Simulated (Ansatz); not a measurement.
# CH9AlSi2: one species, many methods

An exercise on one series of results from a longer session: the logs are not shown, and one member is left open.

Program: Ansatz 0.2.0, Gaussian basis. Level of theory: functionals in def2-TZVPP, the program's frozen cores in correlated methods. These are calculated values, not measurements.

Levels to be run: PBE-D4, r2SCAN-D4, PBE0-D4, B3LYP-D4, ωB97X-V, ωB97M-V, B2PLYP; CCSD(T)/def2-TZVPP; MP2/def2-QZVPP; extrapolation to the limit.

### Structure used throughout

An earlier PBE0-D4 in a triple-zeta def2 set relaxation fixed the geometry.

13 atoms, charge 0, spin multiplicity 1.

Atoms are counted from 1 here; the program's logs count them from 0.

Bond lengths: Si1–C2 1.863 Å, Si1–H5 1.490 Å, Si1–H6 1.489 Å, Si1–H7 1.489 Å, C2–Al3 1.958 Å, C2–H8 1.098 Å, C2–H9 1.098 Å, Al3–Si4 2.459 Å, Al3–H10 1.591 Å, Si4–H11 1.490 Å, Si4–H12 1.493 Å, Si4–H13 1.493 Å. Angles: C2–Si1–H5 113.0°, C2–Si1–H6 110.0°, C2–Si1–H7 110.1°, H5–Si1–H6 107.8°, H5–Si1–H7 107.8°, H6–Si1–H7 107.9°, Si1–C2–Al3 114.8°, Si1–C2–H8 109.9°, Si1–C2–H9 110.0°, Al3–C2–H8 108.0°, Al3–C2–H9 108.2°, H8–C2–H9 105.5°, C2–Al3–Si4 118.8°, C2–Al3–H10 119.8°, Si4–Al3–H10 121.4°, Al3–Si4–H11 114.0°, Al3–Si4–H12 110.6°, Al3–Si4–H13 110.6° and more.

The first run:

Input file in.yaml:

```yaml
crystal:
  periodic: [false, false, false]
  atoms:
    - {symbol: Si, position_ang: [-0.448107, 2.473682, -0.540720]}
    - {symbol: C, position_ang: [-0.761335, 0.652848, -0.303263]}
    - {symbol: Al, position_ang: [0.794135, -0.377585, 0.289334]}
    - {symbol: Si, position_ang: [0.554988, -2.803730, 0.611233]}
    - {symbol: H, position_ang: [-1.656121, 3.218908, -0.995031]}
    - {symbol: H, position_ang: [0.009403, 3.084053, 0.738287]}
    - {symbol: H, position_ang: [0.622181, 2.680230, -1.555542]}
    - {symbol: H, position_ang: [-1.565881, 0.504932, 0.428773]}
    - {symbol: H, position_ang: [-1.129117, 0.210324, -1.237877]}
    - {symbol: H, position_ang: [2.177839, 0.362296, 0.553081]}
    - {symbol: H, position_ang: [1.800525, -3.480597, 1.070113]}
    - {symbol: H, position_ang: [0.130999, -3.462582, -0.659943]}
    - {symbol: H, position_ang: [-0.509409, -3.097476, 1.616454]}
basis:
  gaussian: {orbitals: def2-TZVPP}
hamiltonian: {xc: pbe, dispersion: d4}
output: {forces: true, orbitals: {seedname: orbitals}}
```

Command:

```bash
ansatz run in.yaml --threads 4 --pin off --events-out ev --progress --plain --max-ram 10444MiB
```

Among the steps run: PBE-D4 (GGA); r2SCAN-D4 (meta-GGA); PBE0-D4 (hybrid); B3LYP-D4 (hybrid); ωB97X-V (range-separated); ωB97M-V (range-separated); B2PLYP (double hybrid); CCSD(T) in def2-TZVPP; MP2 in def2-QZVPP.

One of the session's tables, all rows but one given; the rest of the session is left out.

```
            method  atomisation energy (kJ/mol)
            PBE-D4                       3905.6
         r2SCAN-D4                       3948.0
           PBE0-D4                       3905.1
          B3LYP-D4                       3940.5
           ωB97X-V                            ?
           ωB97M-V                       3948.2
            B2PLYP                       3887.8
     HF/def2-TZVPP                       3039.9
    MP2/def2-TZVPP                       3830.5
   CCSD/def2-TZVPP                       3829.3
CCSD(T)/def2-TZVPP                       3861.7
           MP2/CBS                       3921.9
       CCSD(T)/CBS                       3953.1
```

**Question.** Estimate the row for ωB97X-V.

The run gave: atomisation energy (kJ/mol): 3976.8. In the column «atomisation energy (kJ/mol)» it is the highest.

Limits of these values: Free atoms (2 Si, 1 C, 1 Al, 9 H) were run apart at each level; the atomisation energy is their sum less the molecule, without zero-point or spin-orbit terms.
